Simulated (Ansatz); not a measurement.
# The arsenic atom (quartet): from Hartree-Fock to the top rungs, aug-cc-pVTZ

Aim: climb from Hartree-Fock through coupled cluster and multireference methods for the arsenic atom (quartet) at one geometry and basis, and see what each rung misses.

Computed with Ansatz 0.2.0, Gaussian basis. Level: aug-cc-pVTZ, core rule «outside noble gas», up to 14 orbitals frozen.

To be run: UHF; CCSD(T) on ROHF; CCSD(T) on UHF; BCCD(T) on ROHF; CISD; CCSDT(Q) on ROHF; CCSDT(Q) on UHF; CASSCF and MRCISD+Q, 5 electrons in 4 orbitals; CASSCF and MRCISD+Q(relaxed), 5 electrons in 4 orbitals; CASSCF and NEVPT4(SD), 5 electrons in 4 orbitals; CASSCF and NEVPT2, 5 electrons in 4 orbitals.

### 1 The atom

A free atom, in its lowest state of this spin that the program finds. No spin-orbit coupling is included. The filled d shell of As may be among the frozen orbitals whatever the setting's name suggests; the logs give the count.

1 atom, charge 0, spin multiplicity 4.

### 2 UHF

in.yaml

```yaml
crystal:
  periodic: [false, false, false]
  atoms:
    - {symbol: As, position_ang: [0.000000, 0.000000, 0.000000]}
basis:
  gaussian: {orbitals: aug-cc-pVTZ}
magnetization: {spin_polarized: true, initial_magnetization: 3}
hamiltonian: {xc: hf}
output: {orbitals: {seedname: orbitals}}
```

The run is started by

```sh
> ansatz run in.yaml --threads 1 --pin off --events-out ev --progress --plain --max-ram 2393MiB
```

Further steps of the session: CCSD(T) on ROHF; CCSD(T) on UHF; BCCD(T) on ROHF; CISD; CCSDT(Q) on ROHF; CCSDT(Q) on UHF; CASSCF and MRCISD+Q, 5 electrons in 4 orbitals; CASSCF and MRCISD+Q(relaxed), 5 electrons in 4 orbitals; CASSCF and NEVPT4(SD), 5 electrons in 4 orbitals; CASSCF and NEVPT2, 5 electrons in 4 orbitals.

Q: Predict the results of all the runs planned. Wanted: UCCSDT(Q) below the RHF energy; RMP2 from UCCSDT(Q); UMP2 from UCCSDT(Q); RCCSD from UCCSDT(Q); RCCSD(T) from UCCSDT(Q); UCCSD(T) from UCCSDT(Q); RCCSDT(Q) from UCCSDT(Q); NEVPT2 valence from UCCSDT(Q); NEVPT4(SD) valence from UCCSDT(Q).

**Answer**, as computed:

| quantity | value |
| --- | --- |
| UCCSDT(Q) below the RHF energy | -2.4895 eV |
| RMP2 from UCCSDT(Q) | +504.2 meV |
| UMP2 from UCCSDT(Q) | +488.2 meV |
| RCCSD from UCCSDT(Q) | +120.8 meV |
| RCCSD(T) from UCCSDT(Q) | +37.7 meV |
| UCCSD(T) from UCCSDT(Q) | +19.1 meV |
| RCCSDT(Q) from UCCSDT(Q) | +18.5 meV |
| NEVPT2 valence from UCCSDT(Q) | +522.6 meV |
| NEVPT4(SD) valence from UCCSDT(Q) | +61.2 meV |
| MRCISD+Q valence from UCCSDT(Q) | +28.3 meV |
| levels within 1 kcal/mol (43 meV) | RCCSD(T), UCCSD(T), BCCD(T), RCCSDT, UCCSDT, RCCSDT(Q), MRCISD+Q valence, MRCISD+Q(relaxed) valence |
| T1 diagnostic | 0.004 |
| effectively unpaired electrons | 3.00 |

**Reading.** RCCSD(T) misses by +37.7 meV, 1.5 % of the correlation energy. One determinant dominates. Of the multireference levels listed MRCISD+Q valence comes nearest in total energy (+28.3 meV), which doesn't show that its space is the better one. These misses are within one basis, not against nature; the frozen cores of restricted and unrestricted runs differ, which can shift their rows.
